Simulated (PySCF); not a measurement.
**C3H10OSi2: electronic excitations**

What electronic excitations should C3H10OSi2 (`C=C[Si@@H](O)C[SiH3]`) show?

The runs use PySCF 2.14.0, with density-fitted response routines of our own; the level of theory stands in each step. All values are computed, except where a source is named. Atoms are numbered from 0 throughout.

## Step 1: Starting geometry

16 atoms, charge 0, multiplicity 1; geometry from: GFN2-xTB.

Bonds of the start (Å): C0–C1 1.32, C1–Si2 1.89, Si2–O3 1.63, Si2–C4 1.91, C4–Si5 1.90, C0–H6 1.08, C0–H7 1.08, C1–H8 1.08, Si2–H9 1.46, O3–H10 0.95, C4–H11 1.09, C4–H12 1.09, Si5–H13 1.47, Si5–H14 1.47, Si5–H15 1.46.

## Step 2: TDDFT and polarisability: CAM-B3LYP/def2-SVPD

Job settings and geometry (Å):

```
{"job": {"kind": "uv", "xc": "CAM-B3LYP", "basis": "def2-SVPD", "nstates": 8, "ntriplets": 3}, "charge": 0, "multiplicity": 1}
C      2.951691    -0.562426     0.416255
C      2.035712    -0.257426    -0.489759
Si     0.200387    -0.686200    -0.355201
O     -0.136221    -1.488095     1.023131
C     -0.789349     0.935447    -0.495872
Si    -2.653170     0.757727    -0.192205
H      2.696083    -1.100022     1.316221
H      3.994832    -0.303749     0.308526
H      2.358186     0.276402    -1.375842
H     -0.193874    -1.680978    -1.348263
H     -0.022805    -1.079047     1.876272
H     -0.386884     1.672502     0.201652
H     -0.632744     1.353832    -1.489301
H     -3.304980     2.056726    -0.402445
H     -2.901872     0.336586     1.190038
H     -3.222592    -0.222335    -1.117475
```

With the program's defaults for keys left out, this is: TDDFT CAM-B3LYP/def2-SVPD, vertical, gas phase, core orbitals frozen in the response.

Started as:

```console
$ OMP_NUM_THREADS=1 python probes_run.py task.json out
```

This one command runs all jobs of the session in turn.

What will the session give for the following? lowest singlet (CAM-B3LYP/def2-SVPD); brightest single state of those computed; lowest triplet. Wanted: lowest singlet; brightest single state of those computed; lowest triplet.

The runs gave:

```
                                quantity                        value
    lowest singlet (CAM-B3LYP/def2-SVPD)  6.52 eV (190 nm), f = 0.028
brightest single state of those computed  state 3, 7.30 eV, f = 0.396
                          lowest triplet                      4.36 eV
```

The lowest singlet, at 6.52 eV, is HOMO−1→LUMO 0.47, HOMO−1→LUMO+1 0.16 and is weak; of the 8 states computed, the strongest absorption comes from state 3 at 7.30 eV. The lowest triplet lies 2.16 eV below the lowest singlet (triplets in Tamm-Dancoff, singlets in full TDDFT).
